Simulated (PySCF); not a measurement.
# TlS: bond curves at several levels of theory

One table from this session's results is given with a row withheld; the runs are named, their logs left out.

Method: Tl def2-SVP with ECP60, S def2-SVP, scalar-relativistic core potentials; program: PySCF 2.14.0.

Set-up of the first run:

A driver script around PySCF takes these settings:

```
atoms                         : Tl, S
charge                        : 0
basis                         : Tl def2-SVP with ECP60, S def2-SVP
Hamiltonian                   : scalar-relativistic core potentials
basis functions               : 44
electrons treated             : 37
masses in u                   : 204.9744, 31.9721
levels                        : PBE0, PBE, r²SCAN, PW91, TPSSh, PBEsol, HF, MP2, SCS-MP2, CCSD, CCSD(T)
grid                          : 80 radial by 434 angular points
occupations                   : held fixed by the projection of orbital angular momentum
dissociation limit            : Tl + S, each in its ground configuration
starting distance in angstrom : 2.415
values of 2S to try           : 1, 3
```

Among the steps run: Input; PBE0 along the bond; Excited determinants; PBE (GGA); r²SCAN (meta-GGA); PW91 (GGA); TPSSh; PBEsol (GGA); UHF (mean field); MP2 and coupled cluster.

One of the session's tables, all rows but one given; the rest of the session is left out.

Energy (eV) from each level's lowest point:

```
R (Å)    UHF  UHF-MP2  UHF-SCS-MP2  UHF-CCSD  UHF-CCSD(T)
2.253  0.871    0.758        0.799       n/a          n/a
2.358  0.400    0.323        0.351     0.350        0.356
2.463  0.136    0.091        0.107     0.107        0.111
2.541      ?        ?            ?         ?            ?
2.620  0.000    0.000        0.000     0.000        0.000
2.699  0.012    0.033        0.026     0.025        0.024
2.803  0.084    0.131        0.115     0.114        0.109
2.934  0.233    0.311        0.285     0.281        0.274
3.092  0.461    0.575        0.539     0.530        0.518
3.301  0.796    0.967        0.922       n/a          n/a
```

**Question.** Estimate the row for R (Å) = 2.541.

Worked estimate for «UHF». A straight line through the neighbours (2.463, 0.136) and (2.620, 0.000) gives 0.136 + (0.000 − 0.136) × (2.541 − 2.463) / (2.620 − 2.463) = 0.068; a parabola fitted to 4 rows on both sides gives 0.034.

The run gave: UHF: 0.036; UHF-MP2: 0.014; UHF-SCS-MP2: 0.022; UHF-CCSD: 0.022; UHF-CCSD(T): 0.024. In «UHF» the line misses by +0.032 and the parabola by -0.002.

State 2 has its PBE0 minimum 0.21 eV higher. The other levels ran on the lowest alone.
